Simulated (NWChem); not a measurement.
# GeNH3ClF (SMILES [NH2][GeH]([F])[Cl]) at 5 levels

We compute a comparison of 5 runs (HF/STO-3G, HF/3-21G, B3LYP/6-31G*, TPSSh/def2-SVP) of GeNH3ClF. 

The calculation is run with NWChem 7.3.0.

### Step 1. The structure to begin with

GeNH3ClF: 7 atoms, total charge 0, spin state singlet. SMILES: `[NH2][GeH]([F])[Cl]`. Geometry: relaxed at PBE0-D4/def2-TZVP. This is one conformer, not always the lowest.

Bond lengths: N1–Ge2 1.803 Å, Ge2–F3 1.738 Å, Ge2–Cl4 2.129 Å, N1–H5 1.010 Å, N1–H6 1.010 Å, Ge2–H7 1.525 Å. Angles: N1–Ge2–F3 112.3°, N1–Ge2–Cl4 107.1°, F3–Ge2–Cl4 105.2°, N1–Ge2–H7 113.5°, F3–Ge2–H7 106.3°, Cl4–Ge2–H7 112.3°, Ge2–N1–H5 115.0°, Ge2–N1–H6 115.6°, H5–N1–H6 110.1°.

### Step 2. Energy and forces at HF/STO-3G (run 1)

job.nw

```
START job
TITLE "ClFGeH3N"
memory 2200 mb
GEOMETRY noautosym nocenter noautoz
  N    -0.588700    1.020200   -0.150600
  Ge    0.392900   -0.492200   -0.136800
  F     1.169400   -0.760300    1.394300
  Cl   -0.962200   -2.118500   -0.367300
  H    -1.430800    0.987400    0.406400
  H    -0.080300    1.872400    0.039300
  H     1.499500   -0.509000   -1.185400
END
BASIS spherical bse
  * library STO-3G
END
SCF
  thresh 1e-08
  maxiter 80
END
TASK scf gradient
```

On the command line:

```bash
nwchem job.nw > job.out
```

Log:

```text
[...]
  functions       =    40
[...]
  wavefunction    = RHF
[...]
         Total SCF energy =  -2659.945468518689
      One-electron energy =  -4508.757365303701
      Two-electron energy =   1455.572353608929
 Nuclear repulsion energy =    393.239543176083
        Time for solution =      2.8s
[...]
                         RHF ENERGY GRADIENTS
    atom               coordinates                        gradient
                 x          y          z           x          y          z
   1 N      -1.112482   1.927898  -0.284593   -0.021994   0.039815   0.008455
   2 Ge      0.742473  -0.930123  -0.258515   -0.031475  -0.022027  -0.008699
   3 F       2.209846  -1.436759   2.634845    0.017255  -0.006172   0.027140
   4 Cl     -1.818294  -4.003385  -0.694096    0.003283   0.004066   0.002174
   5 H      -2.703820   1.865915   0.767985    0.008368  -0.004714  -0.006707
   6 H      -0.151745   3.538323   0.074266   -0.002038  -0.010643  -0.003131
   7 H       2.833644  -0.961871  -2.240081    0.026600  -0.000326  -0.019232
[...]
```

It took 5.4 s on 1 thread of AMD EPYC 7R13 (Zen 3), shared host; peak memory 0.1 GiB.

### Step 3. Energy and forces at HF/3-21G (run 2)

struct.nw

```
start struct
memory total 2200 mb

geometry units angstrom noautosym nocenter noautoz
N    -0.588700    1.020200   -0.150600
Ge    0.392900   -0.492200   -0.136800
F     1.169400   -0.760300    1.394300
Cl   -0.962200   -2.118500   -0.367300
H    -1.430800    0.987400    0.406400
H    -0.080300    1.872400    0.039300
H     1.499500   -0.509000   -1.185400
end

basis spherical bse
* library 3-21G
end

scf
thresh 1e-08
maxiter 80
end

task scf gradient
```

On the command line:

```bash
nwchem struct.nw > struct.out
```

Log:

```text
[...]
  functions       =    59
[...]
  wavefunction    = RHF
[...]
         Total SCF energy =  -2677.554428068085
      One-electron energy =  -4513.781147863946
      Two-electron energy =   1442.987176619778
 Nuclear repulsion energy =    393.239543176083
        Time for solution =      3.0s
[...]
                         RHF ENERGY GRADIENTS
    atom               coordinates                        gradient
                 x          y          z           x          y          z
   1 N      -1.112482   1.927898  -0.284593   -0.013569   0.013096  -0.024389
   2 Ge      0.742473  -0.930123  -0.258515   -0.032065  -0.026117  -0.020557
   3 F       2.209846  -1.436759   2.634845    0.014428  -0.006257   0.025170
   4 Cl     -1.818294  -4.003385  -0.694096    0.018899   0.022417   0.004608
   5 H      -2.703820   1.865915   0.767985    0.002722  -0.003276   0.008767
   6 H      -0.151745   3.538323   0.074266    0.004922  -0.001535   0.008201
   7 H       2.833644  -0.961871  -2.240081    0.004663   0.001673  -0.001800
[...]
```

It took 5.7 s on 1 thread of AMD EPYC 7R13 (Zen 3), shared host; peak memory 0.099 GiB.

### Step 4. Energy and gradient at B3LYP/6-31G(d) (spherical functions) (run 3)

nw.nw

```
start nw
memory 2200 mb

geometry units bohr noautosym nocenter noautoz
 N     -1.11248177     1.92789859    -0.28459275
 Ge     0.74247339    -0.93012320    -0.25851453
 F      2.20984573    -1.43675877     2.63484514
 Cl    -1.81829448    -4.00338480    -0.69409641
 H     -2.70382014     1.86591558     0.76798470
 H     -0.15174501     3.53832320     0.07426624
 H      2.83364432    -0.96187060    -2.24008135
end

basis spherical bse
 * library 6-31G*
end

dft
 xc b3lyp
 grid xfine
 convergence energy 1e-08
 iterations 100
 mulliken
end

task dft gradient
```

On the command line:

```bash
nwchem nw.nw > nw.out
```

Log:

```text
[...]
          Wavefunction type:  closed shell.
          No. of atoms     :     7
          No. of electrons :    68
[...]
          Charge           :     0
          Spin multiplicity:     1
[...]
          AO basis - number of functions:    84
[...]
              XC Information
              --------------
                         B3LYP Method XC Potential
                     Hartree-Fock (Exact) Exchange  0.200
                        Slater Exchange Functional  0.800 local
                    Becke 1988 Exchange Functional  0.720 non-local
              Lee-Yang-Parr Correlation Functional  0.810
                  VWN I RPA Correlation Functional  0.190 local
[...]
 d= 0,ls=0.0,diis     1  -2693.3426501702 -3.09D+03  1.92D-02  7.78D-01     3.6
[...]
 d= 0,ls=0.0,diis    10  -2693.4358846058 -6.09D-09  4.50D-07  1.86D-09    27.0
         Total DFT energy =    -2693.435884605786
      One electron energy =    -4528.795343127987
           Coulomb energy =     1568.083664622934
    Exchange-Corr. energy =     -125.963720789536
 Nuclear repulsion energy =      393.239514688803
[...]
      Total Density - Mulliken Population Analysis
     ---------------------------------------------
    Atom       Charge   Shell Charges
 -----------   ------   -------------------------------------------------------
    1 N    7     7.75   2.00  0.78  2.51  0.82  1.62  0.02
    2 Ge  32    31.45   2.00  2.00  6.00  2.00  5.99  1.19  1.78 -0.00  0.17  6.87  2.94  0.51
    3 F    9     9.38   2.00  0.93  3.29  1.03  2.12  0.01
    4 Cl  17    17.16   2.00  2.00  5.97  1.41  3.63  0.52  1.62  0.01
    5 H    1     0.65   0.50  0.15
    6 H    1     0.66   0.50  0.15
    7 H    1     0.95   0.49  0.46
[...]
  wavefunction    = closed shell
                         DFT ENERGY GRADIENTS
    atom               coordinates                        gradient
                 x          y          z           x          y          z
   1 N      -1.112482   1.927899  -0.284593    0.004170  -0.004102   0.005091
   2 Ge      0.742473  -0.930123  -0.258515   -0.006330  -0.003168  -0.000661
   3 F       2.209846  -1.436759   2.634845   -0.003622   0.001210  -0.006621
   4 Cl     -1.818294  -4.003385  -0.694096    0.007428   0.008800   0.002178
   5 H      -2.703820   1.865916   0.767985    0.003716   0.000834  -0.002774
   6 H      -0.151745   3.538323   0.074266   -0.003101  -0.003694  -0.000934
   7 H       2.833644  -0.961871  -2.240081   -0.002262   0.000121   0.003721
[...]
```

It took 43 s on 1 thread of AMD EPYC 7R13 (Zen 3), shared host; peak memory 0.14 GiB.

Run 4 isn't shown in full; the table further down has it.

### Step 5. Energy and forces at TPSSh/def2-SVP (run 5)

struct.nw

```
start struct
title "ClFGeH3N TPSSh"
memory total 2200 mb

geometry noautosym nocenter noautoz
 N       -0.588700       1.020200      -0.150600
 Ge       0.392900      -0.492200      -0.136800
 F        1.169400      -0.760300       1.394300
 Cl      -0.962200      -2.118500      -0.367300
 H       -1.430800       0.987400       0.406400
 H       -0.080300       1.872400       0.039300
 H        1.499500      -0.509000      -1.185400
end

basis spherical bse
 * library def2-SVP
end

dft
 xc xctpssh
 grid fine
 convergence energy 1e-08
 maxiter 100
 mulliken
end

task dft gradient
```

On the command line:

```bash
nwchem struct.nw > struct.out
```

Log:

```text
[...]
          Wavefunction type:  closed shell.
          No. of atoms     :     7
          No. of electrons :    68
[...]
          Charge           :     0
          Spin multiplicity:     1
[...]
          AO basis - number of functions:    93
[...]
              XC Information
              --------------
                  TPSS hybrid Method XC Functional
                     Hartree-Fock (Exact) Exchange  0.100
                  TPSS metaGGA Exchange Functional  0.900
             TPSS03 metaGGA Correlation Functional  1.000
[...]
 d= 0,ls=0.0,diis     1  -2693.0545637669 -3.09D+03  1.82D-02  7.69D-01     2.3
[...]
 d= 0,ls=0.0,diis    10  -2693.1517663472 -7.22D-09  4.38D-07  2.61D-09    17.6
         Total DFT energy =    -2693.151766347171
      One electron energy =    -4528.828601437216
           Coulomb energy =     1568.318289721125
    Exchange-Corr. energy =     -125.880997807163
 Nuclear repulsion energy =      393.239543176083
[...]
      Total Density - Mulliken Population Analysis
     ---------------------------------------------
    Atom       Charge   Shell Charges
 -----------   ------   -------------------------------------------------------
    1 N    7     7.37   1.99  0.99  0.45  2.43  1.50  0.01
    2 Ge  32    31.21   2.00  2.00  1.99  1.12  0.01  6.00  5.98  1.23  0.55  8.10  1.83  0.41
    3 F    9     9.37   1.99  1.13  0.82  3.32  2.11  0.00
    4 Cl  17    17.26   2.00  1.99  1.25  0.72  5.93  2.14  3.22  0.02
    5 H    1     0.86   0.71  0.10  0.05
    6 H    1     0.86   0.72  0.10  0.05
    7 H    1     1.08   0.73  0.34  0.01
[...]
  wavefunction    = closed shell
                         DFT ENERGY GRADIENTS
    atom               coordinates                        gradient
                 x          y          z           x          y          z
   1 N      -1.112482   1.927898  -0.284593   -0.001213   0.004065   0.006536
   2 Ge      0.742473  -0.930123  -0.258515   -0.003434  -0.002977   0.003645
   3 F       2.209846  -1.436759   2.634845   -0.003309   0.000884  -0.005938
   4 Cl     -1.818294  -4.003385  -0.694096    0.004927   0.005640   0.001252
   5 H      -2.703820   1.865915   0.767985    0.007148   0.000161  -0.004590
   6 H      -0.151745   3.538323   0.074266   -0.004081  -0.007475  -0.001503
   7 H       2.833644  -0.961871  -2.240081   -0.000037  -0.000299   0.000597
[...]
```

It took 28 s on 1 thread of AMD EPYC 7R13 (Zen 3), shared host; peak memory 0.12 GiB.

### Step 6. Overview of the runs

```
run                               level  iteration cap  module   energy (Eh)  dipole moment (D)  HOMO energy (eV)  LUMO energy (eV)  wall time
  1                           HF/STO-3G             80     scf  -2659.945469               2.98             -9.33              8.70      5.4 s
  2                            HF/3-21G             80     scf  -2677.554428               3.41            -12.07              3.93      5.7 s
  3  B3LYP/6-31G* (spherical functions)            100     dft  -2693.435885               2.54             -7.87             -0.11       43 s
  4  B3LYP/6-31G* (Cartesian functions)            100     dft  -2693.447756               2.53                 –                 –       36 s
  5                      TPSSh/def2-SVP            100     dft  -2693.151766               2.43             -7.36             -0.12       28 s
```

### Step 7. What came out

```
                       quantity           value
            run 5: total energy  -2693.15177 Eh
           run 5: dipole moment          2.43 D
             run 5: HOMO energy        -7.36 eV
             run 5: LUMO energy        -0.12 eV
           run 5: HOMO–LUMO gap         7.23 eV
run 5: largest force on an atom      0.445 eV/Å
```

In words: The dipole moment (its size) runs from 2.43 D (TPSSh/def2-SVP) to 3.41 D (HF/3-21G). The two ends differ in method and basis. Over runs 1, 2, 3, 5 the HOMO–LUMO gap runs from 7.23 eV (TPSSh/def2-SVP) to 18.03 eV (HF/STO-3G). Totals of different functionals can't be ranked against each other. In run 1 the basis is minimal, so the values are rough. All runs together took 2 min, the longest 43 s.
